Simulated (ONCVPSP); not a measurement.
# Magnesium: generating and testing an ONCV potential

Do these settings give a usable potential? It is generated, then checked for transferability, scattering, ghosts and hardness.

Program: ONCVPSP 4.0.1. Reference atom: LDA (Perdew-Wang 92), scalar-relativistic, spherical and spin-unpolarised. All values are calculated.

## 1. Starting point

Typed settings, in words:

```
element                 : magnesium (Mg, Z = 12)
type                    : optimised norm-conserving Vanderbilt (ONCV)
frozen core             : [He] 2s2
valence charge          : 8
reference configuration : 2p6 3s2
partial waves           : 3s: rc 2.15 bohr, ncon 3, nbas 7, qcut 2.5 1/bohr, 1 projector; 2p: rc 1.00 bohr, ncon 3, nbas 6, qcut 16.9 1/bohr, 2 projectors, debl 0.4 Ha; d scattering state at 0.09 Ha: rc 1.65 bohr, ncon 4, nbas 8, qcut 6.6 1/bohr, 2 projectors, debl 3 Ha
local potential         : polynomial inside 0.70 bohr (lpopt 5, dvloc0 0 Ha)
core correction         : polynomial model core, fcfact 0.25
```

The outer shells as boxes (Hund's rule for the drawing; the calculation is spin-unpolarised):

```
[He] core
2s [↑↓]
2p [↑↓][↑↓][↑↓]
3s [↑↓]
```

## 2. Generating the potential

Mg.dat reads:

```
# ATOM AND REFERENCE CONFIGURATION
# atsym  z   nc   nv     iexc    psfile
  Mg 12.00    2    2  -001012      upf
#
#   n    l    f
    1    0    2.00
    2    0    2.00
    2    1    6.00
    3    0    2.00
#
# PSEUDOPOTENTIAL AND OPTIMIZATION
# lmax
    2
#
#   l,   rc,      ep,       ncon, nbas, qcut
    0    2.15    0.00    3    7    2.50
    1    1.00    0.00    3    6   16.90
    2    1.65    0.09    4    8    6.60
#
# LOCAL POTENTIAL
# lloc, lpopt,  rc(5),   dvloc0
    4    5    0.70    0.00
#
# VANDERBILT-KLEINMAN-BYLANDER PROJECTORs
# l, nproj, debl
    0    1    2.60
    1    2    0.40
    2    2    3.00
#
# MODEL CORE CHARGE
# icmod, fcfact, rcfact
    1    0.25    0.00
#
# LOG DERIVATIVE ANALYSIS
# epsh1, epsh2, depsh
   -3.00    5.00    0.02
#
# OUTPUT GRID
# rlmax, drl
    6.00    0.01
#
# TEST CONFIGURATIONS
# ncnf
    4
# nvcnf
#   n    l    f
    2
    2    1    6.00
    3    0    1.00
#
    2
    2    1    6.00
    3    0    0.00
#
    2
    2    1    6.00
    3    0    1.50
#
    3
    2    1    6.00
    3    0    1.00
    3    1    1.00
#
```

Launch:

```
$ oncvpsp.x < Mg.dat > Mg.out
```

Before running it: what results should come out? Wanted: cutoffs for 1 and 0.1 mHa per electron, occupied waves; bound ghosts; GHOST(+) flags; largest test error; largest phase difference near zero energy, channels read; rms error of d²Exc/dn², without and with the model core; projector energies reset by the program.

**Answer**, as computed:

| quantity | value |
| --- | --- |
| cutoffs for 1 and 0.1 mHa per electron, occupied waves | 81 Ha and 94 Ha |
| bound ghosts | s at -67.85 eV |
| GHOST(+) flags | none at low energy |
| largest test error (AE − PS) | -7.4 meV, for 2p6 3s0 |
| largest phase difference near zero energy, channels read | 0.006 rad |
| rms error of d²Exc/dn², without and with the model core | 8.60 and 4.94 mHa |
| projector energies reset by the program | p: -1.717, 0.250 Ha |

**Reading.** It has a bound ghost (s), a state that the atom doesn't have, and that rules the file out. By total energies transferability is good: the largest error is 7.4 meV on 23.1 eV, for 2p6 3s0. Atomic tests can pass in spite of a ghost, since they solve only for the levels asked. The potential is very hard: the looser tolerance needs 81 Ha. At the looser tolerance the 2p wave is the slowest; 3s needs 4 Ha. Near zero energy the phases of the channels with partial waves agree within 0.006 rad.
